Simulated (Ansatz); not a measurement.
The system is NiMoIrPdW.

```
Ni Mo Pd Ir W
1.0
     2.76616    0.00000    0.00000
    -1.38308    2.39557    0.00000
     0.00000    0.00000   11.02292
Ni Mo Pd Ir W
1 1 1 1 1
Direct
  0.33333 0.66667 0.59712
  0.00000 0.00000 0.41074
  0.66667 0.33333 0.79520
  0.66667 0.33333 0.19960
  0.33333 0.66667 0.99734
```

The cell was built by a generator and needn't be a form met in nature.

| Quantity | Value |
| --- | --- |
| Program | Ansatz 0.2.0 |
| Task | relaxation of cell and atoms |
| Functional | LDA |
| Potentials or basis | Ansatz PAW |
| Cutoff | 420 eV (not typed: the program's choice for these potentials) |
| k mesh | 8 × 8 × 2 |
| Occupations | fermi-dirac, width 0.05 eV |
| Spin | collinear spin, ferromagnetic start |
| Starting moments | [1.0, 1.0, 0.0, 0.6, 0.0] μB |

At the start: volume 14.61 Å³/atom.

Task: Where does the relaxation end?

Result: It ends after 6 steps and the volume is 13.81 Å³/atom (-5.5 %); space group P3m1 (No. 156, to 0.05 Å); moment 0.00 μB per cell.

The path:
```
step  energy change (eV)  largest force (eV/Å)  volume (Å³)
   1              0.0000                0.1294        73.04
   2             -0.1799                0.1067        69.75
   3             -0.1868                0.0453        68.98
   4             -0.1870                0.0187        69.05
   5             -0.1870                0.0041        69.06
   6             -0.1859                0.0041        69.06
```

Final structure:
```
Ni Mo Pd Ir W
1.0
     2.71579    0.00000    0.00000
    -1.35789    2.35194    0.00000
     0.00000    0.00000   10.81154
Ni Mo Pd Ir W
1 1 1 1 1
Cartesian
  0.0000 1.5680 6.4652
  0.0000 0.0000 4.4587
  1.3579 0.7840 8.5763
  1.3579 0.7840 2.1664
  0.0000 1.5680 10.7680
```

Caveat: the plane-wave basis is chosen anew once the cell has moved, so the energies of steps on either side of that aren't comparable; the PAW data sets come from PBE, with cores solved anew for the run's functional, which leaves a small shift of forces and pressure; the starting moments weren't kept.
